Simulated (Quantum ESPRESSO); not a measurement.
# NbSi (Fm-3m) in Quantum ESPRESSO: further runs, part 3 of 3

Quantum ESPRESSO 7.5.

### Step 5. Phonons, PW91

The input, pw.in:

```
&CONTROL
  calculation = 'scf'
  prefix = 'pwscf'
  outdir = './tmp'
  pseudo_dir = './pseudo'
  tprnfor = .true.
  tstress = .true.
  disk_io = 'low'
/
&SYSTEM
  ibrav = 0
  nat = 2
  ntyp = 2
  ecutwfc = 45
  ecutrho = 360
  nbnd = 15
  input_dft = 'pw91'
  occupations = 'smearing'
  smearing = 'mv'
  degauss = 0.01469973
/
&ELECTRONS
  conv_thr = 4d-10
  electron_maxstep = 120
  mixing_beta = 0.5
/
ATOMIC_SPECIES
Nb    92.9064 nb_pbe_v1.uspp.F.UPF
Si    28.0850 si_pbe_v1.uspp.F.UPF
CELL_PARAMETERS angstrom
   0.0000000000    2.5738300000    2.5738300000
   2.5738300000    0.0000000000    2.5738300000
   2.5738300000    2.5738300000    0.0000000000
ATOMIC_POSITIONS angstrom
Nb     0.0000000000    0.0000000000    0.0000000000
Si     2.5738300000    2.5738300000    2.5738300000
K_POINTS automatic
9 9 9 0 0 0
```

The input, relax.in:

```
&CONTROL
  calculation = 'vc-relax'
  prefix = 'pwscf'
  outdir = './tmp'
  pseudo_dir = './pseudo'
  tprnfor = .true.
  tstress = .true.
  disk_io = 'low'
  nstep = 40
  forc_conv_thr = 0.0001
  etot_conv_thr = 1d-06
/
&SYSTEM
  ibrav = 0
  nat = 2
  ntyp = 2
  ecutwfc = 45
  ecutrho = 360
  nbnd = 15
  input_dft = 'pw91'
  occupations = 'smearing'
  smearing = 'mv'
  degauss = 0.01469973
/
&ELECTRONS
  conv_thr = 4d-10
  electron_maxstep = 120
  mixing_beta = 0.5
/
&IONS
  ion_dynamics = 'bfgs'
/
&CELL
  cell_dynamics = 'bfgs'
  press = 0
  press_conv_thr = 0.2
/
ATOMIC_SPECIES
Nb    92.9064 nb_pbe_v1.uspp.F.UPF
Si    28.0850 si_pbe_v1.uspp.F.UPF
CELL_PARAMETERS angstrom
   0.0000000000    2.5738300000    2.5738300000
   2.5738300000    0.0000000000    2.5738300000
   2.5738300000    2.5738300000    0.0000000000
ATOMIC_POSITIONS angstrom
Nb     0.0000000000    0.0000000000    0.0000000000
Si     2.5738300000    2.5738300000    2.5738300000
K_POINTS automatic
9 9 9 0 0 0
```

The input, scf2.in:

```
&CONTROL
  calculation = 'scf'
  prefix = 'pwscf'
  outdir = './tmp'
  pseudo_dir = './pseudo'
  tprnfor = .true.
  tstress = .true.
  disk_io = 'low'
/
&SYSTEM
  ibrav = 0
  nat = 2
  ntyp = 2
  ecutwfc = 45
  ecutrho = 360
  nbnd = 15
  input_dft = 'pw91'
  occupations = 'smearing'
  smearing = 'mv'
  degauss = 0.01469973
/
&ELECTRONS
  conv_thr = 1d-13
  electron_maxstep = 120
  mixing_beta = 0.5
  startingpot = 'file'
  startingwfc = 'file'
/
ATOMIC_SPECIES
Nb    92.9064 nb_pbe_v1.uspp.F.UPF
Si    28.0850 si_pbe_v1.uspp.F.UPF
CELL_PARAMETERS angstrom
   0.0000000000    2.5737046824    2.5737046824
   2.5737046824    0.0000000000    2.5737046824
   2.5737046824    2.5737046824    0.0000000000
ATOMIC_POSITIONS angstrom
Nb     0.0000000000    0.0000000000    0.0000000000
Si     2.5737046824    2.5737046824    2.5737046824
K_POINTS automatic
9 9 9 0 0 0
```

The input, ph.in:

```
phonons of NbSi
&INPUTPH
  prefix = 'pwscf'
  outdir = './tmp'
  tr2_ph = 1d-18
  fildyn = 'dyn'
  niter_ph = 90
  alpha_mix(1) = 0.4
/
0.0000000000 0.0000000000 0.0000000000
```

The input, dynmat.in:

```
&INPUT
  fildyn = 'dyn'
  asr = 'crystal'
  filout = 'dynmat.disp'
  fileig = 'dynmat.eig'
/
```

Potentials or basis: GBRV 1.5 PBE.

The run is started by

```console
$ OMP_NUM_THREADS=1 pw.x -in pw.in > pw.out
$ OMP_NUM_THREADS=1 pw.x -in relax.in > relax.out
$ OMP_NUM_THREADS=1 pw.x -in scf2.in > scf2.out
$ OMP_NUM_THREADS=1 ph.x -in ph.in > ph.out
$ OMP_NUM_THREADS=1 dynmat.x -in dynmat.in > dynmat.out
```

pw.out:

```text
This program is part of the open-source Quantum ESPRESSO suite
     for quantum simulation of materials; please cite
         "P. Giannozzi et al., J. Phys.:Condens. Matter 21 395502 (2009);
         "P. Giannozzi et al., J. Phys.:Condens. Matter 29 465901 (2017);
         "P. Giannozzi et al., J. Chem. Phys. 152 154105 (2020);
     in publications or presentations arising from this work. More details at

     IMPORTANT: XC functional enforced from input :
     Exchange-correlation= PW91
                           (   1   4   2   2   0   0   0)
     Any further DFT definition will be discarded
     Please, verify this is what you really want

     Message from routine setup:
     using ibrav=0 with symmetry is DISCOURAGED, use correct ibrav instead

     G-vector sticks info
     --------------------
     sticks:   dense  smooth     PW     G-vecs:    dense   smooth      PW
     Sum        1159     583    187                26469     9377    1639

     Using Slab Decomposition

     bravais-lattice index     =            0
     lattice parameter (alat)  =       6.8785  a.u.
     unit-cell volume          =     230.1263 (a.u.)^3
     number of atoms/cell      =            2
     number of atomic types    =            2
     number of electrons       =        17.00
     number of Kohn-Sham states=           15
     kinetic-energy cutoff     =      45.0000  Ry
     charge density cutoff     =     360.0000  Ry
     scf convergence threshold =      4.0E-10
     mixing beta               =       0.5000
     number of iterations used =            8  plain     mixing
     Exchange-correlation= PW91
                           (   1   4   2   2   0   0   0)
[... 100 lines left out ...]

     Self-consistent Calculation

     iteration #  1     ecut=    45.00 Ry     beta= 0.50
     Davidson diagonalization with overlap
     ethr =  1.00E-02,  avg # of iterations =  4.8

     total energy              =    -127.55132361 Ry
     estimated scf accuracy    <       0.31628828 Ry
[... 50 lines left out ...]
     iteration #  9     ecut=    45.00 Ry     beta= 0.50
     Davidson diagonalization with overlap
     ethr =  4.99E-11,  avg # of iterations =  2.5

     End of self-consistent calculation

          k = 0.0000 0.0000 0.0000 (  1211 PWs)   bands (ev):

   -41.2607 -17.2930 -17.2930 -17.2930   3.3585  12.7713  12.7713  12.7713
    13.2982  13.2982  16.4110  16.4110  16.4110  22.3979  23.4397

          k = 0.0786 0.0786-0.0786 (  1203 PWs)   bands (ev):
[... 146 lines left out ...]
   -41.2397 -17.4489 -17.4027 -17.3473   6.3262   9.5099  10.5749  11.3545
    14.8204  15.2169  16.1510  17.5837  18.6017  22.0095  23.9728

          k = 0.0000-0.3143 0.4714 (  1172 PWs)   bands (ev):

   -41.2416 -17.4457 -17.3911 -17.3351   6.1354   9.4605  10.6723  11.2766
    14.5435  15.5122  16.4021  17.1305  19.8297  21.8951  23.2593

          k =-0.0786-0.5500 0.7071 (  1168 PWs)   bands (ev):
[... 11 lines left out ...]
   -41.2388 -17.4363 -17.4106 -17.3652   6.1869  10.1637  10.5467  11.1892
    15.1699  15.4385  16.2477  16.2671  17.9485  23.4566  23.9762

     the Fermi energy is    13.9930 ev

!    total energy              =    -127.66032631 Ry
     estimated scf accuracy    <          3.5E-11 Ry
     smearing contrib. (-TS)   =       0.00028737 Ry
     internal energy E=F+TS    =    -127.66061368 Ry

     The total energy is F=E-TS. E is the sum of the following terms:
     one-electron contribution =     -26.92769320 Ry
     hartree contribution      =      21.02136535 Ry
     xc contribution           =     -22.90924456 Ry
     ewald contribution        =     -98.84504128 Ry

     convergence has been achieved in   9 iterations

     Forces acting on atoms (cartesian axes, Ry/au):

     atom    1 type  1   force =    -0.00000000   -0.00000000   -0.00000000
     atom    2 type  2   force =     0.00000000    0.00000000    0.00000000

     Total force =     0.000000     Total SCF correction =     0.000000

     Computing stress (Cartesian axis) and pressure

          total   stress  (Ry/bohr**3)                   (kbar)     P=       -0.29
  -0.00000195   0.00000000   0.00000000           -0.29        0.00        0.00
   0.00000000  -0.00000195   0.00000000            0.00       -0.29        0.00
   0.00000000   0.00000000  -0.00000195            0.00        0.00       -0.29

=------------------------------------------------------------------------------=
   JOB DONE.
=------------------------------------------------------------------------------=
```

relax.out:

```text
This program is part of the open-source Quantum ESPRESSO suite
     for quantum simulation of materials; please cite
         "P. Giannozzi et al., J. Phys.:Condens. Matter 21 395502 (2009);
         "P. Giannozzi et al., J. Phys.:Condens. Matter 29 465901 (2017);
         "P. Giannozzi et al., J. Chem. Phys. 152 154105 (2020);
[... 1101 lines left out ...]
  -0.00000000  -0.00000034  -0.00000000           -0.00       -0.05       -0.00
  -0.00000000  -0.00000000  -0.00000034           -0.00       -0.00       -0.05

=------------------------------------------------------------------------------=
   JOB DONE.
=------------------------------------------------------------------------------=
```

scf2.out:

```text
This program is part of the open-source Quantum ESPRESSO suite
     for quantum simulation of materials; please cite
         "P. Giannozzi et al., J. Phys.:Condens. Matter 21 395502 (2009);
         "P. Giannozzi et al., J. Phys.:Condens. Matter 29 465901 (2017);
         "P. Giannozzi et al., J. Chem. Phys. 152 154105 (2020);
[... 361 lines left out ...]
  -0.00000000  -0.00000037  -0.00000000           -0.00       -0.05       -0.00
  -0.00000000  -0.00000000  -0.00000037           -0.00       -0.00       -0.05

=------------------------------------------------------------------------------=
   JOB DONE.
=------------------------------------------------------------------------------=
```

Run time: 3.9 min. Hardware: 1 thread of Intel Xeon Platinum 8259CL at 2.50GHz (Skylake/Cascade Lake), shared host; peak memory 0.14 GiB.

What came out:

```
Free energy                            : -1736.9072 eV
Relaxed volume                         : 17.05 Å³/atom
Relaxed cell                           : a = 3.640 Å, b = 3.640 Å, c = 3.640 Å, α = 60.00°, β = 60.00°, γ = 60.00°
Space group after relaxing (to 0.05 Å) : Fm-3m (No. 225)
Pressure after relaxing                : 0.0 GPa
Band gap on the k mesh                 : none (metal or under the smearing width)
Highest phonon frequency at Γ          : 360 cm⁻¹
```

Final structure:
```xyz
2
Lattice="0.0000 2.5737 2.5737 2.5737 0.0000 2.5737 2.5737 2.5737 0.0000" Properties=species:S:1:pos:R:3 pbc="T T T"
Nb    0.0000    0.0000    0.0000
Si    2.5737    2.5737    2.5737
```

Levels at points of the mesh, in eV from the Fermi level:
| k point | band 7 | band 8 | band 9 | band 10 | band 11 | band 12 |
| --- | --- | --- | --- | --- | --- | --- |
| (0.00, 0.00, 0.00) | -1.22 | -1.22 | -0.69 | -0.69 | 2.42 | 2.42 |

Phonon frequencies in cm⁻¹ (negative: imaginary):
| q point | frequencies |
| --- | --- |
| (0.000, 0.000, 0.000) | -9 -9 -9 360 360 360 |

Optical modes at Γ, degenerate ones joined:
| cm⁻¹ | components | symmetry | active in |
| --- | --- | --- | --- |
| 360 | 3 | T1u | IR |

Caveat: the potentials were made for another functional, which shifts forces and pressure.

### Step 6. Phonons, vdW-DF-cx

Changes to pw.in since step 5:

```diff
@@ -16,3 +16,3 @@
   nbnd = 15
-  input_dft = 'pw91'
+  input_dft = 'vdw-df-cx'
   occupations = 'smearing'
```

Changes to relax.in since step 5:

```diff
@@ -19,3 +19,3 @@
   nbnd = 15
-  input_dft = 'pw91'
+  input_dft = 'vdw-df-cx'
   occupations = 'smearing'
```

Changes to scf2.in since step 5:

```diff
@@ -16,3 +16,3 @@
   nbnd = 15
-  input_dft = 'pw91'
+  input_dft = 'vdw-df-cx'
   occupations = 'smearing'
@@ -32,8 +32,8 @@
 CELL_PARAMETERS angstrom
-   0.0000000000    2.5737046824    2.5737046824
-   2.5737046824    0.0000000000    2.5737046824
-   2.5737046824    2.5737046824    0.0000000000
+   0.0000000000    2.5551500266    2.5551500266
+   2.5551500266    0.0000000000    2.5551500266
+   2.5551500266    2.5551500266    0.0000000000
 ATOMIC_POSITIONS angstrom
 Nb     0.0000000000    0.0000000000    0.0000000000
-Si     2.5737046824    2.5737046824    2.5737046824
+Si     2.5551500266    2.5551500266    2.5551500266
 K_POINTS automatic
```

ph.in is that of step 5.

dynmat.in is that of step 5.

Potentials or basis: GBRV 1.5 PBE.

The run is started by

```console
$ OMP_NUM_THREADS=1 pw.x -in pw.in > pw.out
$ OMP_NUM_THREADS=1 pw.x -in relax.in > relax.out
$ OMP_NUM_THREADS=1 pw.x -in scf2.in > scf2.out
$ OMP_NUM_THREADS=1 ph.x -in ph.in > ph.out
$ OMP_NUM_THREADS=1 dynmat.x -in dynmat.in > dynmat.out
```

pw.out:

```text
This program is part of the open-source Quantum ESPRESSO suite
     for quantum simulation of materials; please cite
         "P. Giannozzi et al., J. Phys.:Condens. Matter 21 395502 (2009);
         "P. Giannozzi et al., J. Phys.:Condens. Matter 29 465901 (2017);
         "P. Giannozzi et al., J. Chem. Phys. 152 154105 (2020);
     in publications or presentations arising from this work. More details at

     IMPORTANT: XC functional enforced from input :
     Exchange-correlation= VDW-DF-CX
                           (   1   4  27   0   1   0   0)
     Any further DFT definition will be discarded
     Please, verify this is what you really want

     Message from routine setup:
     using ibrav=0 with symmetry is DISCOURAGED, use correct ibrav instead

     G-vector sticks info
     --------------------
     sticks:   dense  smooth     PW     G-vecs:    dense   smooth      PW
     Sum        1159     583    187                26469     9377    1639

     Using Slab Decomposition

     bravais-lattice index     =            0
     lattice parameter (alat)  =       6.8785  a.u.
     unit-cell volume          =     230.1263 (a.u.)^3
     number of atoms/cell      =            2
     number of atomic types    =            2
     number of electrons       =        17.00
     number of Kohn-Sham states=           15
     kinetic-energy cutoff     =      45.0000  Ry
     charge density cutoff     =     360.0000  Ry
     scf convergence threshold =      4.0E-10
     mixing beta               =       0.5000
     number of iterations used =            8  plain     mixing
     Exchange-correlation= VDW-DF-CX
                           (   1   4  27   0   1   0   0)

     celldm(1)=   6.878500  celldm(2)=   0.000000  celldm(3)=   0.000000
     celldm(4)=   0.000000  celldm(5)=   0.000000  celldm(6)=   0.000000

[... 136 lines left out ...]

     total energy              =    -127.42412137 Ry
     estimated scf accuracy    <       0.32796824 Ry
[... 50 lines left out ...]
     iteration #  9     ecut=    45.00 Ry     beta= 0.50
     Davidson diagonalization with overlap
     ethr =  7.43E-12,  avg # of iterations =  3.9

     End of self-consistent calculation

          k = 0.0000 0.0000 0.0000 (  1211 PWs)   bands (ev):

   -41.2047 -17.2604 -17.2604 -17.2604   3.3085  12.7120  12.7120  12.7120
    13.2580  13.2580  16.3807  16.3807  16.3807  22.3006  23.4009

          k = 0.0786 0.0786-0.0786 (  1203 PWs)   bands (ev):
[... 146 lines left out ...]
   -41.1834 -17.4185 -17.3716 -17.3154   6.2942   9.4495  10.5190  11.3118
    14.7698  15.1731  16.1110  17.5502  18.5739  21.9575  23.9256

          k = 0.0000-0.3143 0.4714 (  1172 PWs)   bands (ev):

   -41.1853 -17.4152 -17.3598 -17.3030   6.1008   9.4043  10.6128  11.2351
    14.4937  15.4704  16.3612  17.0991  19.7978  21.8416  23.2048

          k =-0.0786-0.5500 0.7071 (  1168 PWs)   bands (ev):
[... 11 lines left out ...]
   -41.1825 -17.4057 -17.3797 -17.3336   6.1539  10.1067  10.4870  11.1436
    15.1254  15.3919  16.2101  16.2266  17.9262  23.4053  23.9302

     the Fermi energy is    13.9441 ev

!    total energy              =    -127.53725499 Ry
     estimated scf accuracy    <          3.9E-12 Ry
     smearing contrib. (-TS)   =       0.00027896 Ry
     internal energy E=F+TS    =    -127.53753395 Ry

     The total energy is F=E-TS. E is the sum of the following terms:
     one-electron contribution =     -26.87758863 Ry
     hartree contribution      =      20.95318395 Ry
     xc contribution           =     -22.76808799 Ry
     ewald contribution        =     -98.84504128 Ry

     convergence has been achieved in   9 iterations

     Forces acting on atoms (cartesian axes, Ry/au):

     atom    1 type  1   force =     0.00000000   -0.00000000    0.00000000
     atom    2 type  2   force =    -0.00000000    0.00000000   -0.00000000

     Total force =     0.000000     Total SCF correction =     0.000000

     Computing stress (Cartesian axis) and pressure

          total   stress  (Ry/bohr**3)                   (kbar)     P=      -33.12
  -0.00022513   0.00000000   0.00000000          -33.12        0.00        0.00
   0.00000000  -0.00022513   0.00000000            0.00      -33.12        0.00
   0.00000000   0.00000000  -0.00022513            0.00        0.00      -33.12

=------------------------------------------------------------------------------=
   JOB DONE.
=------------------------------------------------------------------------------=
```

It took 11 min on 1 thread of Intel Xeon Platinum 8259CL at 2.50GHz (Skylake/Cascade Lake), shared host; peak memory 0.24 GiB.

What came out:

```
Free energy                            : -1735.2398 eV
Relaxed volume                         : 16.68 Å³/atom
Relaxed cell                           : a = 3.614 Å, b = 3.614 Å, c = 3.614 Å, α = 60.00°, β = 60.00°, γ = 60.00°
Space group after relaxing (to 0.05 Å) : Fm-3m (No. 225)
Pressure after relaxing                : 0.0 GPa
Band gap on the k mesh                 : none (metal or under the smearing width)
Highest phonon frequency at Γ          : 376 cm⁻¹
```

The path:
```csv
step,energy change (eV),largest force (eV/Å),pressure (GPa),volume (Å³)
1,0.0000,0.0000,-3.31,34.10
2,-0.0074,0.0000,-0.78,33.53
3,-0.0078,0.0000,0.03,33.36
4,-0.0078,0.0000,0.00,33.36
```

Final structure:
```xyz
2
Lattice="0.0000 2.5552 2.5552 2.5552 0.0000 2.5552 2.5552 2.5552 0.0000" Properties=species:S:1:pos:R:3 pbc="T T T"
Nb    0.0000    0.0000    0.0000
Si    2.5552    2.5552    2.5552
```

Phonon frequencies in cm⁻¹ (negative: imaginary):
```
              q point           frequencies
(0.000, 0.000, 0.000)  11 11 11 376 376 376
```

Optical modes at Γ, degenerate ones joined:
```csv
cm⁻¹,components,symmetry,active in
376,3,T1u,IR
```

Caveat: the potentials were made for another functional, which shifts forces and pressure.

### Step 7. Summary

```csv
level,potentials or basis,gap on the mesh (eV),pressure (GPa)
PBEsol,GBRV 1.5 PBEsol,none,0.0
BLYP,GBRV 1.5 PBE,none,0.0
revPBE,GBRV 1.5 PBE,none,0.0
PW91,GBRV 1.5 PBE,none,0.0
vdW-DF-cx,GBRV 1.5 PBE,none,0.0
```

Alike in all rows: task phonons; no spin polarisation; cell relaxed; k mesh 9 × 9 × 9; cutoff (eV) 612; smearing cold 0.2 eV.

Caveats: the potentials were made for another functional, which shifts forces and pressure (some runs).

Total energies depend on the potentials used, so only differences within one code and one set of settings carry meaning.
